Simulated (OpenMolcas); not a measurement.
# Pt²⁺ among point charges: CASSCF and CASPT2 levels and susceptibility

Aim: the splitting of the states of Pt²⁺ in the field of 6 point charges, its lowest levels with spin-orbit coupling and its magnetic susceptibility.

Program: OpenMolcas 26.06. Level of theory: state-averaged CASSCF and CASPT2, spin-orbit coupling by RASSI with atomic mean-field integrals. These are calculated values, not measurements, unless marked.

### Step 1. The system

| Item | Value |
| --- | --- |
| Species | Pt²⁺ (platinum, Z = 78, 76 electrons) |
| Basis | ANO-RCC-VDZP [7s6p4d2f], 59 functions |
| Scalar Hamiltonian | DKH2, point nucleus |
| Inactive shells | 1s 2s 2p 3s 3p 3d 4s 4p 4d 4f 5s 5p |
| Active space | 8 electrons in 5 orbitals (5d) |
| Some configurations of this space | 5d8 |
| Orbitals | optimised for each spin and parity, averaged over all roots |

The outer shells:

5d8
```
5d [↑↓][↑↓][↑↓][↑ ][↑ ]
```

The ion sits among 6 point charges of -1.1 e arranged as a trigonal antiprism (D3d), 2.22 Å from the ion, with a polar angle of 57.5° against the regular 54.74°.

Each step is its own input file, run in one work folder so that later steps find the files of earlier ones. Labels, J, g values, rates, χT and fits are worked out afterwards by a script from the matrices that RASSI stores. The input lists half of the charges; inversion (Group=XYZ) makes the rest.

### Step 2. Basis and integrals

The input, a.inp:

```
&GATEWAY
Coord
1

Pt 0.0 0.0 0.0
Basis=ANO-RCC-VDZP
Group=XYZ
NoMove
AngMom=0.0 0.0 0.0
AMFI
XField
3 Angstrom 0
0.000000 1.871754 1.193707 -1.100000
1.620987 -0.935877 1.193707 -1.100000
1.620987 0.935877 -1.193707 -1.100000
&SEWARD
```

### Step 3. CASSCF: triplets of even parity, 10 roots

The input, a.inp:

```
&RASSCF
FileOrb=start.orb
Symmetry=1
Spin=3
nActEl=8 0 0
Inactive=15 19
Ras2=5 0
CIRoot=10 10 1
SDav=10
CIMx=300
Iter=120 100
PrWF=0.3
OrbListing=Nothing
MaxOrb=0
>>> COPY $Project.JobIph JOB001
```

start.orb holds the contracted functions of the basis, ordered by shell, or the orbitals of the step before.

### Step 4. CASSCF: singlets of even parity, 15 roots

The input, a.inp:

```
&RASSCF
FileOrb=start.orb
Symmetry=1
Spin=1
nActEl=8 0 0
Inactive=15 19
Ras2=5 0
CIRoot=15 15 1
SDav=15
CIMx=300
Iter=120 100
PrWF=0.3
OrbListing=Nothing
MaxOrb=0
>>> COPY $Project.JobIph JOB002
```

### Step 5. RASSI: spin-orbit coupling between the states

The input, a.inp:

```
&RASSI
NrOfJobIphs=2 10 15
1 2 3 4 5 6 7 8 9 10
1 2 3 4 5 6 7 8 9 10 11 12 13 14 15
IphNames
JOB001
JOB002
EJob
SpinOrbit
DIPRint=1.0
SOCoupling=1000.0
Subsets=2
Property=9
'ANGMOM' 1 'ANGMOM' 2 'ANGMOM' 3 'MLTPL  1' 1 'MLTPL  1' 2 'MLTPL  1' 3
'AMFI' 1 'AMFI' 2 'AMFI' 3
SOProperty=3
'ANGMOM' 1 'ANGMOM' 2 'ANGMOM' 3
```

### Step 6. CASPT2: IPEA 0.25, imaginary shift 0.1 (closed shells correlated: 5s 5p)

The input, a.inp:

```
>>> COPY JOB001 $Project.JobIph
&CASPT2
Multistate=10 1 2 3 4 5 6 7 8 9 10
NoMult
Frozen=14 16
IPEA=0.25
Imaginary=0.1
MaxIter=60
WThr=0.0 0.3 0.05
PrWF=0.5
NoMix
>>> COPY JOB002 $Project.JobIph
&CASPT2
Multistate=15 1 2 3 4 5 6 7 8 9 10 11 12 13 14 15
NoMult
Frozen=14 16
IPEA=0.25
Imaginary=0.1
MaxIter=60
WThr=0.0 0.3 0.05
PrWF=0.5
NoMix
```

(Steps that only read results are left out.)

**Question.** What will these runs give? Wanted: spin-free ground state; first state of the same spin within the active space; lowest level; next level.

**Answer**, as computed:

| quantity | value |
| --- | --- |
| method | SS-CASPT2, IPEA 0.25, imaginary shift 0.1 (closed shells correlated: 5s 5p) |
| spin-free ground state | 3A2, 1-fold in its orbital part |
| first state of the same spin within the active space | 3A1 at 4490 cm⁻¹ |
| lowest level | 2-fold E, g = 0.00, 0.00, 6.99 |
| next level | 244.3 cm⁻¹ |
| χT at 300 K | 2.56 cm³ K/mol |
| effective moment at 300 K | 4.52 μB |

Cost by method:

```
                                              method  time of its own steps  time with the reference
                                           A. CASSCF                  5.6 s                    5.6 s
B. SS-CASPT2, IPEA 0.25, imaginary shift 0.1, +5s 5p                    2 s                    7.6 s
```

Times are of one thread on a shared host.

What this shows: The spin-free ground state (3A2) comes to 100 % from free-ion F terms and keeps the highest spin of the shell. χT at 300 K is 2.56, against 1.00 cm³ K/mol for the spin alone, so orbital moment adds to it. CASPT2 does not keep the components of a term degenerate, and the means are used. The field of point charges can differ much from that of real complexes. Point charges carry no covalency, so the field is a model and not that of real ligands.
